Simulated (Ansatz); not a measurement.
# In2Sb3O: the cost of one run

Computed with Ansatz 0.2.0 (DFT PBE, scalar-relativistic, plane waves, PAW, unless a step names another level, unless a step's input says otherwise).

11 further runs of the same task are left out: 4 that didn't finish, 7 set aside as unsound or not needed. Runs told in other sessions of the task aren't counted.

**1. The system as given**

Symmetry: P-4m2, No. 115, tetragonal system. Conventional cell: a = 3.881 Å, b = 3.881 Å, c = 10.481 Å, α = 90.00°, β = 90.00°, γ = 90.00°. Around In (site symmetry 2mm) lie 2 O at 2.29 Å. Sb (site symmetry 2mm) is surrounded by 2 In at 3.00 Å and 4 Sb at 3.25 Å. Sb (site symmetry -4m2) is surrounded by 8 Sb at 3.25 Å. O (site symmetry -4m2) is surrounded by 4 In at 2.29 Å.

Structure file:

```
CELL_PARAMETERS angstrom
3.88128 0.00000 0.00000
0.00000 3.88128 0.00000
0.00000 0.00000 10.48100
ATOMIC_POSITIONS crystal
In 0.50000 0.00000 0.88449
In 0.00000 0.50000 0.11551
Sb 0.50000 0.50000 0.33408
Sb 0.50000 0.50000 0.66592
Sb 0.00000 0.00000 0.50000
O 0.00000 0.00000 0.00000
```

It came out lowest among 26 distinct ends of the trial cells. At a tolerance of 0.05 Å it has space group P-4m2 (No. 115).

**2. Tight relaxation for the response runs, on the response runs' mesh and smearing**

Input file input.yaml:

```yaml
crystal:
  lattice:
    - [3.8812824087, 0.0, 0.0]
    - [0.0, 3.8812824087, 0.0]
    - [0.0, 0.0, 10.4809965858]
  atoms:
    - { symbol: In, position: [0.5, 0.0, 0.88449349] }
    - { symbol: In, position: [0.0, 0.5, 0.11550651] }
    - { symbol: Sb, position: [0.5, 0.5, 0.3340751139] }
    - { symbol: Sb, position: [0.5, 0.5, 0.6659248861] }
    - { symbol: Sb, position: [0.0, 0.0, 0.5] }
    - { symbol: O, position: [0.0, 0.0, 0.0] }
basis:
  ecutwfc: 420
kpoints:
  mp_grid: { grid: [8, 8, 4] }
hamiltonian:
  xc: pbe
scf:
  occupations: { method: gaussian, width: 0.1 }
output:
  forces: true
  stress: true
  eigenvalues: true
relax:
  adjacent_minimum: "off"
  f_tol: 0.001
  max_steps: 60
  cell: { stress_tol: 0.01 }
```

On the command line:

```console
$ ansatz run input.yaml --threads 3 --pin off --max-ram 7680MiB --backend cpu --events-out ev --progress --plain --runs-dir out
```

What time and memory should one allow on 3 threads of Arm Neoverse V1, shared host?

About 60 s, with a peak of 0.6 GiB.
